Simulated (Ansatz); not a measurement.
# C2H4Cl2Sn: small, medium and large basis sets

Aim: see how fast density functionals converge with the basis set for C2H4Cl2Sn.

The runs use Ansatz 0.2.0, Gaussian basis; one geometry, several basis sets.

Levels to be run: PBE0-D4/def2-SVP; ωB97M-V/def2-SVP; PBE0-D4/def2-QZVPP; ωB97M-V/def2-QZVPP; the functionals' def2-TZVPP values are taken from earlier runs.

1 further run of the same task is left out (for a known fault of the program). Runs told in other sessions of the task aren't counted.

## Step 1: The relaxed structure

The geometry comes from an earlier relaxation with PBE0-D4 in a triple-zeta def2 set; it is a stationary point, not always the lowest conformer. Sn takes the def2 core potential; no spin-orbit term is included.

9 atoms, charge 0, spin multiplicity 1.

Atoms are counted from 1 here; the program's logs count them from 0.

Bond lengths: C1–C2 1.326 Å, C1–H6 1.086 Å, C1–H7 1.087 Å, C2–Sn3 2.106 Å, C2–H8 1.086 Å, Sn3–Cl4 2.324 Å, Sn3–Cl5 2.324 Å, Sn3–H9 1.698 Å. Angles: C2–C1–H6 122.3°, C2–C1–H7 121.3°, H6–C1–H7 116.5°, C1–C2–Sn3 121.3°, C1–C2–H8 120.8°, Sn3–C2–H8 117.9°, C2–Sn3–Cl4 106.2°, C2–Sn3–Cl5 108.7°, C2–Sn3–H9 120.5°, Cl4–Sn3–Cl5 106.9°, Cl4–Sn3–H9 107.5°, Cl5–Sn3–H9 106.3°.

## Step 2: PBE0-D4 in def2-SVP

File in.yaml:

```yaml
crystal:
  periodic: [false, false, false]
  atoms:
    - {symbol: C, position_ang: [0.326684, 0.505580, -1.569096]}
    - {symbol: C, position_ang: [0.620929, -0.371942, -0.620041]}
    - {symbol: Sn, position_ang: [-0.450119, -0.423190, 1.192956]}
    - {symbol: Cl, position_ang: [-1.948534, 1.351879, 1.111128]}
    - {symbol: Cl, position_ang: [1.018594, 0.013132, 2.940866]}
    - {symbol: H, position_ang: [-0.474145, 1.231016, -1.460206]}
    - {symbol: H, position_ang: [0.885262, 0.537249, -2.501044]}
    - {symbol: H, position_ang: [1.433838, -1.080831, -0.750460]}
    - {symbol: H, position_ang: [-1.324110, -1.809195, 1.638695]}
basis:
  gaussian: {orbitals: def2-SVP}
hamiltonian: {xc: pbe0, dispersion: d4}
output: {orbitals: {seedname: orbitals}}
```

Started as:

```sh
ansatz run in.yaml --threads 4 --pin off --events-out ev --progress --plain --max-ram 10444MiB
```

The runs that follow: ωB97M-V in def2-SVP; PBE0-D4 in def2-QZVPP; ωB97M-V in def2-QZVPP.

Before running them: what should the planned runs give, taken together? Wanted: PBE0-D4: double and triple zeta above quadruple; ωB97M-V: double and triple zeta above quadruple.

**Answer**, as computed:

| quantity | value |
| --- | --- |
| PBE0-D4: double and triple zeta above quadruple | 12.23, 0.92 eV |
| ωB97M-V: double and triple zeta above quadruple | 12.24, 0.88 eV |

In words: PBE0-D4 gains 11.31 eV from double to triple zeta, then 0.92 eV more. Total energies overstate the basis error of differences, where much of it tends to cancel.
